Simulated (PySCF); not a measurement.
# C2H8BNO2: the cost of one run

Programs: PySCF 2.14.0, with density-fitted response routines of our own. Each step states its level of theory. These are calculated values for one molecule in the gas phase, unless marked as measured. Atoms are numbered from 0 throughout.

## 1. Starting geometry

14 atoms, charge 0, multiplicity 1; geometry from: GFN2-xTB. The atoms were then displaced at random by about 0.01 Å, so the start is not that level's minimum.

Bonds of the start (Å): C0–O1 1.41, O1–C2 1.38, C2–O3 1.41, O3–B4 1.32, B4–N5 1.40, C0–H6 1.07, C0–H7 1.09, C0–H8 1.12, C2–H9 1.11, C2–H10 1.10, B4–H11 1.18, N5–H12 0.98, N5–H13 1.00.

## 2. Relaxing the molecule at PBE0-D3(BJ)/def2-SVP

Job settings and geometry (Å):

```
{"job": {"xc": "PBE0", "basis": "def2-SVP", "d3": "d3bj", "grid": 1, "shake": 0.01, "kind": "geom"}, "charge": 0, "multiplicity": 1}
C     -2.423240     0.332090    -0.433010
O     -1.418950     1.317200    -0.349840
C     -0.156790     0.794110    -0.510730
O      0.193580    -0.114580     0.504790
B      1.393470    -0.380500     0.986540
N      2.570480     0.221270     0.525900
H     -2.315410    -0.416850     0.326980
H     -2.434790    -0.106530    -1.433480
H     -3.376470     0.902370    -0.259050
H      0.529510     1.665050    -0.470460
H     -0.053440     0.282930    -1.474360
H      1.440640    -1.163750     1.865330
H      3.447660     0.025110     0.910400
H      2.596600     0.907030    -0.196760
```

Run with:

```
$ OMP_NUM_THREADS=1 python probes_run.py task.json out
```

The driver reads the jobs from task.json and runs them one after another.

Q: Estimate the wall time and peak memory of this first job on 1 thread of Arm Neoverse N1, shared host.

About 1.8 min, with a peak of 0.51 GiB.
